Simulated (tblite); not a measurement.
# C3H8ClFSi2: the cost of one run

The runs use tblite 0.8.0 and PySCF 2.14.0, with density-fitted response routines of our own; the level of theory stands in each step. All values are computed, except where a source is named. Atoms count from 0, in the outputs and in this text.

## 1. Starting geometry

15 atoms, charge 0, multiplicity 1; geometry from: force field or distance geometry start.

Bonds of the start (Å): C0–C1 1.32, C1–Si2 1.86, Si2–Si3 2.23, Si3–Cl4 2.10, Si3–C5 1.86, C5–F6 1.38, C0–H7 1.09, C0–H8 1.09, C1–H9 1.07, Si2–H10 1.46, Si2–H11 1.45, Si3–H12 1.45, C5–H13 1.11, C5–H14 1.11.

## 2. Optimising the geometry with GFN2-xTB

What the job is given:

```
{"job": {"kind": "relax", "xc": "GFN2-xTB", "basis": "xTB"}, "charge": 0, "multiplicity": 1}
C     -2.555800     0.838900    -0.172500
C     -1.928000    -0.232100    -0.627700
Si    -0.568000    -1.036700     0.362800
Si     1.364600    -0.406900    -0.557900
Cl     2.582500    -2.098600    -0.810100
C      2.181300     0.746800     0.652000
F      1.822900     2.043300     0.339600
H     -2.333300     1.317900     0.785000
H     -3.336500     1.237000    -0.814900
H     -2.201200    -0.658500    -1.573300
H     -0.772200    -2.478300     0.275400
H     -0.643900    -0.528100     1.723100
H      1.184600     0.197600    -1.863300
H      3.280400     0.594700     0.563100
H      1.918300     0.470900     1.697000
```

Command:

```console
> OMP_NUM_THREADS=1 python probes_run.py task.json out
```

The driver reads the jobs from task.json and runs them one after another.

**Question.** How long does this first job take on 1 thread of Arm Neoverse N1, shared host, and how much memory does it need?

About 1.4 s, with a peak of 0.18 GiB.
